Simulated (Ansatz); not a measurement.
This script drives the Ansatz DFT code, driven from Python.

Script `relaxed_scan.py`:
```python
"""One bond of AsH4NTe held at set lengths while the rest relaxes."""

from dataclasses import dataclass
import warnings

import ansatz as az
import numpy as np


@dataclass
class Options:
    basis: str = "def2-SVP"
    functional: str = "HF"


opts = Options()

GEOMETRY = """
N    -0.54640    0.47390   -0.78110
As   -0.65220    0.08050    1.05670
Te    0.85170   -1.98120    0.70260
H    -1.18120   -0.12070   -1.27790
H    -0.99380    1.47140   -0.90500
H     0.56820    1.02870    1.37360
H     2.01490   -1.02060   -0.21450
"""

warnings.simplefilter("ignore", az.DeckWarning)

geometry = az.Crystal.molecule()
for line in GEOMETRY.strip().splitlines():
    symbol, *xyz = line.split()
    geometry = geometry.atom(symbol, [float(v) for v in xyz])

calc = (
    geometry.calculation()
    .basis(gaussian=opts.basis)
    .functional(opts.functional)
)
symbols = [site.symbol for site in geometry.cartesian_sites]
pairs = [(0, 1), (0, 3), (0, 4), (1, 2), (1, 5), (2, 6)]
print("held (A)   E (eV)        ", "  ".join(f"{symbols[i]}{i}-{symbols[j]}{j}" for i, j in pairs))
for length in [1.45, 1.58, 1.7, 1.89, 2.13]:
    rep = calc.relax(constraints=[az.DistanceConstraint((1, 5), at=length)], force_tolerance=0.02, max_steps=60).run(threads=1, pin="off").report
    xyz = np.array(rep["positions_ang"])
    print(f"{length:6.2f} {rep['free_energy_ev']:14.5f}  ", "  ".join(f"{np.linalg.norm(xyz[i] - xyz[j]):.3f}" for i, j in pairs))
```

It is started by `python relaxed_scan.py`. How long does it take on 1 thread of Intel(R) Xeon(R) 6975P-C (Granite Rapids) (shared host), and how much memory does it need?

It took about 3.8 min, with a peak of 0.29 GiB, for 5 runs of the engine.

```console
$ python relaxed_scan.py
held (A)   E (eV)         N0-As1  N0-H3  N0-H4  As1-Te2  As1-H5  Te2-H6
  1.45   -69597.30337   1.822  1.003  1.003  2.631  1.450  1.651
  1.58   -69597.18434   1.820  1.002  1.002  2.608  1.580  1.650
  1.70   -69596.96425   1.821  1.003  1.002  2.604  1.700  1.650
  1.89   -69596.41411   1.818  1.004  1.003  2.601  1.890  1.649
  2.13   -69595.55694   1.811  1.003  1.004  2.625  2.130  1.649
```

What to keep in mind:
- Total energies depend on the basis set; only differences at equal settings carry meaning.
- The energies are electronic: no zero-point or thermal terms, and the basis set is short of its limit.
- def2 sets replace the cores of elements past krypton by effective core potentials.
- The script silences the warnings on its input, which a real study should read.
